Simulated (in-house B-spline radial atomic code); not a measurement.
# Ge³¹⁺: excited configurations in jj coupling

Aim: the energies of several excited configurations of Ge³¹⁺ above a reference configuration, each from its own self-consistent run.

Program: in-house B-spline radial atomic code version 1. Level of theory: Dirac-Hartree-Fock, average of configuration, Fermi nucleus, basis-set limit. These are calculated values, not measurements, unless marked.

## (1) What is computed

* element: germanium (Z = 32)
* charge: +31
* electrons: 1
* configuration: 1s1
* Hamiltonian: Dirac-Coulomb
* nucleus: Fermi, rms radius 4.074 fm

Settings of the run:

```ini
Z = 32
electrons = 1.0
configuration = 1s1
hamiltonian = dirac
method = hf
spin_polarised = False
nucleus = fermi
rms_radius = 4.0742
mass_number = 74
atomic_mass = 73.92117776
speed_of_light = 137.035999084
```

From the earlier run of the reference: total energy -519.170903 hartree. Levels, eight at most:

```
orbital  occupation  energy (eV)  <r> (bohr)
  1s1/2           1     -14127.4     0.04601
```

## (2) Configuration 5d-1

In configurations, a minus sign after the shell means j = l − 1/2 and a plus sign j = l + 1/2; the count of electrons follows.

Settings of the run:

```ini
Z = 32
electrons = 1.0
configuration = 5d-1
hamiltonian = dirac
method = hf
spin_polarised = False
nucleus = fermi
rms_radius = 4.0742
mass_number = 74
atomic_mass = 73.92117776
speed_of_light = 137.035999084
```

## (3) Run with 3s1

Changes to the settings of step 2:

```diff
@@ -2,3 +2,3 @@
 electrons = 1.0
-configuration = 5d-1
+configuration = 3s1
 hamiltonian = dirac
```

## (4) Run with 4s1

Changes to the settings of step 3:

```diff
@@ -2,3 +2,3 @@
 electrons = 1.0
-configuration = 3s1
+configuration = 4s1
 hamiltonian = dirac
```

## (5) Configuration 3p+1

Changes to the settings of step 4:

```diff
@@ -2,3 +2,3 @@
 electrons = 1.0
-configuration = 4s1
+configuration = 3p+1
 hamiltonian = dirac
```

## (6) Run with 3d-1

Changes to the settings of step 5:

```diff
@@ -2,3 +2,3 @@
 electrons = 1.0
-configuration = 3p+1
+configuration = 3d-1
 hamiltonian = dirac
```

**Question.** How far above the reference does each configuration lie (order and size, in eV)?

**Answer**, as computed:

| net move | configuration | energy above the reference (eV) | with Breit, QED, recoil (eV) | largest <r> (bohr) |
| --- | --- | --- | --- | --- |
| 1s → 3s | 3s1 | 12557.7 | 12550.1 | 0.415 |
| 1s → 3d3/2 | 3d-1 | 12572.2 | 12564.3 | 0.326 |
| 1s → 3p3/2 | 3p+1 | 12572.2 | 12564.4 | 0.388 |
| 1s → 4s | 4s1 | 13246.7 | 13238.9 | 0.741 |
| 1s → 5d3/2 | 5d-1 | 13567.9 | 13560.0 | 1.07 |

What this shows: The lowest of them is 1s → 3s at 12557.7 eV and the highest 1s → 5d3/2 at 13567.9 eV. These are averages over configurations, without correlation, not spectroscopic levels.
